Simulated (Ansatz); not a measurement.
# H3OSbSe (SMILES O[Se][SbH2]): functionals against CCSD(T) at one geometry

An exercise on one series of results from a longer session: the logs are not shown, and one member is left open.

Program: Ansatz 0.2.0, Gaussian basis. Level of theory: single points in def2-TZVPP. These are calculated values, not measurements.

Correlated methods freeze the cores. Filled d shells of the heavier atoms are correlated. Core potentials replace the inner electrons past krypton, and spin-orbit coupling is left out.

## Where the work starts

6 atoms, charge 0, spin multiplicity 1.

Atoms are counted from 1 here; the program's logs count them from 0.

Bond lengths: O1–Se2 1.896 Å, O1–H4 0.987 Å, Se2–Sb3 2.465 Å, Sb3–H5 1.762 Å, Sb3–H6 1.767 Å. Angles: Se2–O1–H4 105.9°, O1–Se2–Sb3 100.0°, Se2–Sb3–H5 91.4°, Se2–Sb3–H6 90.0°, H5–Sb3–H6 86.4°.

As a file:

```xyz
6

O    -1.2191   -1.0158   -0.5146
Se    0.1910   -1.4153    0.6876
Sb    1.5594    0.6188    0.4345
H    -1.9734   -0.7115    0.0439
H     1.1456    0.7352   -1.2739
H     0.1314    1.6153    0.7325
```

Set-up of the first run:

Contents of run/in.yaml:

```yaml
crystal:
  periodic: [false, false, false]
  atoms:
    - {symbol: O, position_ang: [-1.219100, -1.015800, -0.514600]}
    - {symbol: Se, position_ang: [0.191000, -1.415300, 0.687600]}
    - {symbol: Sb, position_ang: [1.559400, 0.618800, 0.434500]}
    - {symbol: H, position_ang: [-1.973400, -0.711500, 0.043900]}
    - {symbol: H, position_ang: [1.145600, 0.735200, -1.273900]}
    - {symbol: H, position_ang: [0.131400, 1.615300, 0.732500]}
basis:
  gaussian: {orbitals: def2-TZVPP}
correlation: {method: ccsd_t}
output: {forces: true}
```

The command line of these runs was not kept.

Steps of the session up to this table: CCSD(T)/def2-TZVPP; PBE0-D4/def2-TZVPP; wB97M-V/def2-TZVPP; r2SCAN-D4/def2-TZVPP; PBE-D4/def2-TZVPP; wB97X-V/def2-TZVPP; BHLYP-D4/def2-TZVPP.

One table of the session follows, with a row left open; its other results are not shown here.

```
   method  RMS force component (eV/Å)  angle to CCSD(T) forces (°)  dipole (D)
  CCSD(T)                       0.783                    reference        1.80
  PBE0-D4                           ?                            ?           ?
  wB97M-V                       0.829                          6.6        1.93
r2SCAN-D4                       0.714                          5.2        1.73
   PBE-D4                       0.608                         18.5        1.68
  wB97X-V                       0.844                          8.8        1.94
 BHLYP-D4                       0.991                         11.8        2.04
```

Q: Estimate the row for PBE0-D4 from the others.

The run gave: RMS force component (eV/Å): 0.798; angle to CCSD(T) forces (°): 8.6; dipole (D): 1.81. In the column «RMS force component (eV/Å)» it lies between CCSD(T) (0.783) and wB97M-V (0.829).
